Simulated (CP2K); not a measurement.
Runs of CP2K 2026.2 on CsLiCr2Te2S3. Symmetry: Cm, No. 8, monoclinic system. The conventional cell has a = 6.843 Å, b = 10.361 Å, c = 7.978 Å, α = 90.00°, β = 111.21°, γ = 90.00°. Cs (site symmetry m) is surrounded by 5 S at 3.58 to 3.92 Å and 1 Li at 4.01 Å. Li (site symmetry m) has 3 S at 2.42 to 2.56 Å as nearest neighbours. Around Cr (site symmetry 1) lie 3 S at 2.20 to 2.25 Å and 1 Te at 2.51 Å. Around Te (site symmetry 1) lie 1 Cr at 2.51 Å. S (site symmetry 1) has 2 Cr at 2.24 to 2.25 Å and 1 Li at 2.56 Å as nearest neighbours. S (site symmetry m) has 2 Cr at 2.20 Å and 1 Li at 2.42 Å as nearest neighbours. The cell was built by a generator and needn't be a form met in nature.

| task | level | cell | k mesh | smearing | EPS_DEFAULT | k points reduced by the point group | NGRIDS | CUTOFF of the grids | points a segment of the path (NPOINTS) | gap on the mesh (eV) | pressure (GPa) | moment (μB) | largest force (eV/Å) |
| --- | --- | --- | --- | --- | --- | --- | --- | --- | --- | --- | --- | --- | --- |
| band structure | vdW-DF-cx | as given | 5 × 5 × 4 | fermi-dirac 0.05 eV | 1.0E-9 | yes | 4 | 1000 Ry | 10 | none | - | (a) | - |
| band structure | PBE | as given | 5 × 5 × 4 | fermi-dirac 0.0259 eV | 1.0E-9 | yes | 4 | 500 Ry | 10 | none | - | 4.00 | - |
| atomic charges | PBE | as given | 5 × 5 × 4 | fermi-dirac 0.1 eV | 1.0E-9 | yes | 4 | 500 Ry | - | none | 0.8 | 4.15 | 0.23 |
| band structure | LDA | as given | 5 × 5 × 4 | fermi-dirac 0.05 eV | 1.0E-9 | yes | 4 | 1000 Ry | 10 | none | -2.6 | 4.01 | (b) |
| band structure | r2SCAN | as given | 5 × 5 × 4 | fermi-dirac 0.05 eV | 1.0E-9 | yes | 4 | 1000 Ry | 10 | none | - | 4.11 | - |
| electron localisation function | PBE | as given | 5 × 5 × 4 | fermi-dirac 0.05 eV | 1.0E-9 | yes | 4 | 500 Ry | - | none | 0.7 | 4.03 | 0.18 |
| band structure | PBE | as given | 5 × 5 × 4 | fermi-dirac 0.1 eV | 1.0E-10 | yes | 4 | 500 Ry | 10 | none | 0.8 | 4.15 | 0.23 |
| band structure | RPBE | as given | 5 × 5 × 4 | fermi-dirac 0.05 eV | 1.0E-9 | yes | 4 | 1000 Ry | 10 | none | - | 4.04 | - |
| single point | PBE | as given | 5 × 5 × 4 | fermi-dirac 0.05 eV | 1.0E-10 | yes | 4 | 500 Ry | - | none | 0.7 | 4.03 | 0.18 |
| relaxation of cell and atoms | PBE | relaxed | 4 × 4 × 3 | fermi-dirac 0.01 eV | 1.0E-9 | - | 5 | 500 Ry | - | none | 0.0 | 4.00 | 0.03 |
| band structure | PBEsol | as given | 5 × 5 × 4 | fermi-dirac 0.05 eV | 1.0E-9 | yes | 4 | 1000 Ry | 10 | none | - | 4.03 | - |

Alike in all rows: potentials or basis POTENTIAL_UZH Cs GTH-PBE-q9, Li GTH-PBE-q3, Te GTH-PBE-q6, S GTH-PBE-q6; GTH_POTENTIALS Cr GTH-PBE-q14; TZVP-MOLOPT-PBE-GTH, TZVP-MOLOPT-SR-GTH basis; spin collinear, ferromagnetic start.

**Question.** Fill in the values left out.

**Answer.** (a) 4.02; (b) 0.33.

Caveats: the basis of atomic orbitals isn't converged, which shifts pressures, moduli and gaps; only a ferromagnetic start was run, and an antiferromagnetic order may lie lower in energy; the gradient functional as typed is unsteady where the spins cancel, so forces, pressure and what rests on them aren't listed (some runs); the potentials were made for another functional, which shifts forces and pressure (some runs); the forces don't sum to zero, a sign of grid noise (some runs).

A k mesh can miss the band edges, and the runs leave out spin-orbit coupling on Cs, Te.

A gap of «none» marks a metal or a gap under the smearing width.

Not every run made on this cell is shown here.
